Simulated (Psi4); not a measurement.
# UB3LYP/6-31G(d) (Cartesian functions) run of GaH2O2 (SMILES [OH][Ga][OH])

Aim: the vertical ionisation energy of GaH2O2 at UB3LYP/6-31G* (Cartesian functions), from 2 runs. 

Program for the calculation: Psi4 1.11.

2 further runs of the same task are left out: 2 set aside as unsound or not needed.

## 1. The molecule

GaH2O2: 5 atoms, total charge 0, spin state doublet. SMILES: `[OH][Ga][OH]`. Geometry: relaxed at PBE0-D4/def2-TZVP. This is one conformer, not always the lowest.

Bond lengths: O1–Ga2 1.804 Å, Ga2–O3 1.795 Å, O1–H4 0.960 Å, O3–H5 0.963 Å. Angles: O1–Ga2–O3 114.9°, Ga2–O1–H4 114.9°, Ga2–O3–H5 111.1°.

## 2. Energy and gradient at UB3LYP/6-31G(d) (Cartesian functions)

Input file gah2o2.json:

```json
{
 "schema_name": "qcschema_input",
 "schema_version": 1,
 "molecule": {
  "schema_name": "qcschema_molecule",
  "schema_version": 2,
  "symbols": ["O", "Ga", "O", "H", "H"],
  "geometry": [-0.7003325, 0.04081808, -2.40826697, -0.58902763, -1.42447555, 0.66820716, 1.16822869, 0.29271858, 3.00674324, -1.63914844, -0.87796676, -3.65945464, 1.85476619, 1.82963283, 2.31434758],
  "molecular_charge": 0,
  "molecular_multiplicity": 2,
  "fix_symmetry": "c1"
 },
 "driver": "gradient",
 "model": {
  "method": "b3lyp",
  "basis": "6-31G*"
 },
 "keywords": {
  "reference": "uks",
  "puream": false,
  "e_convergence": 1e-09,
  "d_convergence": 1e-08,
  "scf_type": "pk",
  "dft_radial_points": 99,
  "dft_spherical_points": 590,
  "maxiter": 100,
  "scf_properties": ["MAYER_INDICES", "LOWDIN_CHARGES", "MULLIKEN_CHARGES"]
 }
}
```

The run is started by

```console
$ psi4 --qcschema gah2o2.json -n 1 --memory 2200MB
```

stdout:

```text
[...]
  Running in c1 symmetry.
[...]
  Nuclear repulsion =  182.431292315846804
[...]
  Multiplicity = 2
[...]
  Nalpha       = 25
  Nbeta        = 24
[...]
    Number of basis functions: 69
[...]
   @UKS iter   1: -2074.24983938701689   -1.69650e+00   4.59928e-02 DIIS/ADIIS
[...]
   @UKS iter  15: -2076.28541169858818   -9.09495e-13   3.48961e-09 DIIS
[...]
   @S^2 Observed:                7.524775415E-01
[...]
    Orbital Energies [Eh]
    ---------------------
    Alpha Occupied:
       1A   -372.570304     2A    -45.953196     3A    -40.709934
       4A    -40.708190     5A    -40.706464     6A    -19.154946
       7A    -19.142343     8A     -5.524038     9A     -3.809512
      10A     -3.805436    11A     -3.801330    12A     -0.990861
      13A     -0.978989    14A     -0.840862    15A     -0.840413
      16A     -0.838401    17A     -0.833538    18A     -0.828915
      19A     -0.506766    20A     -0.471202    21A     -0.380764
      22A     -0.335887    23A     -0.325718    24A     -0.298962
      25A     -0.228892
    Alpha Virtual:
[...]
  @UKS Final Energy: -2076.28541169858818
   => Energetics <=
    Nuclear Repulsion Energy =            182.4312923158468038
    One-Electron Energy =               -3255.7290305307665221
    Two-Electron Energy =                1071.9324542794965964
    DFT Exchange-Correlation Energy =     -74.9201277631650555
    Empirical Dispersion Energy =           0.0000000000000000
    VV10 Nonlocal Energy =                  0.0000000000000000
    Total Energy =                      -2076.2854116985881774
[...]
 Multipole Moments:
 ------------------------------------------------------------------------------------
     Multipole            Electronic (a.u.)      Nuclear  (a.u.)        Total (a.u.)
 ------------------------------------------------------------------------------------
 L = 1.  Multiply by 2.5417464519 to convert [e a0] to [Debye]
 Dipole X            :         -1.7071111            1.3598249           -0.3472861
 Dipole Y            :         -3.4863444            3.2045837           -0.2817607
 Dipole Z            :          1.1106551           -1.6796047           -0.5689496
 Magnitude           :                                                    0.7236715
[...]
  Mulliken Charges: (a.u.)
   Center  Symbol    Alpha    Beta     Spin     Total
       1     O     4.43767  4.26399  0.17367 -0.70166
       2    GA    15.57529 14.83223  0.74307  0.59248
       3     O     4.39622  4.32048  0.07574 -0.71670
       4     H     0.28913  0.29667 -0.00754  0.41420
       5     H     0.30169  0.28663  0.01506  0.41168
   Total alpha = 25.00000, Total beta = 24.00000, Total charge = -0.00000
  Lowdin Charges: (a.u.)
   Center  Symbol    Alpha    Beta     Spin     Total
       1     O     4.36203  4.18382  0.17821 -0.54584
[...]
  -Total Gradient:
     Atom            X                  Y                   Z
    ------   -----------------  -----------------  -----------------
       1       -0.005318967608    -0.009840946926     0.001539694855
       2        0.003726622854     0.007023809104    -0.001312156715
       3       -0.000765756759     0.004606873003    -0.010977856524
       4        0.005330468689     0.005925218677     0.005771780995
       5       -0.002994419611    -0.007729001309     0.004935389231
[...]
```

The result, in JSON:

```text
{
 "driver": "gradient",
 "model": {
  "method": "b3lyp",
  "basis": "6-31G*"
 },
 "success": true,
 "return_result": [-0.005318967608491348, -0.009840946925647909, 0.0015396948553393422, 0.003726622854236479, 0.007023809103863229, -0.001312156714690007, -0.0007657567592804573, 0.00460687300324035, -0.01097785652422914, 0.005330468689303827, 0.005925218677187996, 0.0057717809950887655, -0.0029944196110143345, -0.007729001309492056, 0.004935389231064166],
 "properties": {
  "calcinfo_nbasis": 69,
  "calcinfo_nmo": 69,
  "calcinfo_nalpha": 25,
  "calcinfo_nbeta": 24,
  "calcinfo_natom": 5,
  "nuclear_repulsion_energy": 182.4312923158468,
  "return_energy": -2076.285411698588,
  "return_gradient": [-0.005318967608491348, -0.009840946925647909, 0.0015396948553393422, 0.003726622854236479, 0.007023809103863229, -0.001312156714690007, -0.0007657567592804573, 0.00460687300324035, -0.01097785652422914, 0.005330468689303827, 0.005925218677187996, 0.0057717809950887655, -0.0029944196110143345, -0.007729001309492056, 0.004935389231064166],
  "scf_one_electron_energy": -3255.7290305307665,
  "scf_two_electron_energy": 1071.9324542794966,
  "scf_xc_energy": -74.92012776316506,
  "scf_dipole_moment": [-0.3472861057923107, -0.28176072934937135, -0.5689496100367339],
  "scf_total_energy": -2076.285411698588,
  "scf_total_gradient": [-0.005318967608491348, -0.009840946925647909, 0.0015396948553393422, 0.003726622854236479, 0.007023809103863229, -0.001312156714690007, -0.0007657567592804573, 0.00460687300324035, -0.01097785652422914, 0.005330468689303827, 0.005925218677187996, 0.0057717809950887655, -0.0029944196110143345, -0.007729001309492056, 0.004935389231064166],
  "scf_iterations": 15
 }
}
```

Wall time 25 s (1 thread of Intel Xeon Platinum 8259CL at 2.50GHz (Skylake/Cascade Lake), shared host); peak memory 0.71 GiB.

## 3. The singlet cation: a single-point energy at B3LYP/6-31G(d) (Cartesian functions)

Input file job.inp:

```
memory 2200 MB

molecule system {
  1 1
  O
  Ga 1 1.804189
  O 2 1.794953 1 114.92572
  H 1 0.959988 2 114.93381 3 179.95981
  H 3 0.963168 2 111.13841 1 0.04549
  symmetry c1
  no_reorient
  no_com
}

set {
  basis 6-31G*
  puream false
  e_convergence 1e-09
  d_convergence 1e-08
  scf_type pk
  dft_radial_points 99
  dft_spherical_points 590
}

energy("b3lyp")
```

The run is started by

```console
$ psi4 -n 1 job.inp job.out
```

job.out:

```text
[...]
  Running in c1 symmetry.
[...]
  Nuclear repulsion =  182.431293600732971
[...]
  Multiplicity = 1
[...]
  Nalpha       = 24
  Nbeta        = 24
[...]
    Number of basis functions: 69
[...]
   @RKS iter   1: -2074.09938559656030   -1.54605e+00   4.50450e-02 ADIIS/DIIS
[...]
   @RKS iter  13: -2075.95560835754077   -1.13687e-11   6.59449e-09 DIIS
[...]
    Orbital Energies [Eh]
    ---------------------
    Doubly Occupied:
       1A   -372.892101     2A    -46.272387     3A    -41.029298
       4A    -41.028561     5A    -41.025201     6A    -19.434221
       7A    -19.401601     8A     -5.842753     9A     -4.126710
      10A     -4.126561    11A     -4.118610    12A     -1.253856
      13A     -1.234116    14A     -1.158662    15A     -1.158408
      16A     -1.152836    17A     -1.142866    18A     -1.136063
      19A     -0.762133    20A     -0.719167    21A     -0.629526
      22A     -0.579423    23A     -0.575608    24A     -0.546022
[...]
  @RKS Final Energy: -2075.95560835754077
   => Energetics <=
    Nuclear Repulsion Energy =            182.4312936007329711
    One-Electron Energy =               -3241.3930811917903156
    Two-Electron Energy =                1057.6555745400153228
    DFT Exchange-Correlation Energy =     -74.6493953064987892
    Empirical Dispersion Energy =           0.0000000000000000
    VV10 Nonlocal Energy =                  0.0000000000000000
    Total Energy =                      -2075.9556083575407683
[...]
 Multipole Moments:
 ------------------------------------------------------------------------------------
     Multipole            Electronic (a.u.)      Nuclear  (a.u.)        Total (a.u.)
 ------------------------------------------------------------------------------------
 L = 1.  Multiply by 2.5417464519 to convert [e a0] to [Debye]
 Dipole X            :         -0.0001817            0.0001009           -0.0000808
 Dipole Y            :          3.8745350           -2.6126430            1.2618920
 Dipole Z            :          2.6735286           -2.8484463           -0.1749177
 Magnitude           :                                                    1.2739575
[...]
```

Wall time 11 s (1 thread of Intel Xeon Platinum 8259CL at 2.50GHz (Skylake/Cascade Lake), shared host); peak memory 0.7 GiB.

## 4. Results

Level: UB3LYP/6-31G* (Cartesian functions).

```
                                          quantity           value
                      doublet GaH2O2: total energy  -2076.28541 Eh
                     doublet GaH2O2: dipole moment          1.84 D
doublet GaH2O2: HOMO energy (highest over α and β)        -6.23 eV
 doublet GaH2O2: LUMO energy (lowest over α and β)        -3.64 eV
                              doublet GaH2O2: ⟨S²⟩           0.752
          doublet GaH2O2: largest force on an atom      0.613 eV/Å
                      singlet cation: total energy  -2075.95561 Eh
                       singlet cation: HOMO energy       -14.86 eV
                       singlet cation: LUMO energy       -11.69 eV
                     singlet cation: HOMO–LUMO gap         3.16 eV
vertical ionisation energy (to the singlet cation)        8.974 eV
```

**Reading.** The vertical ionisation energy comes to 8.97 eV (866 kJ/mol). The largest force (doublet GaH2O2) is 0.61 eV/Å: the shape isn't a stationary point for this species at this level. Only the singlet of the ionised species was computed; a triplet could lie lower.
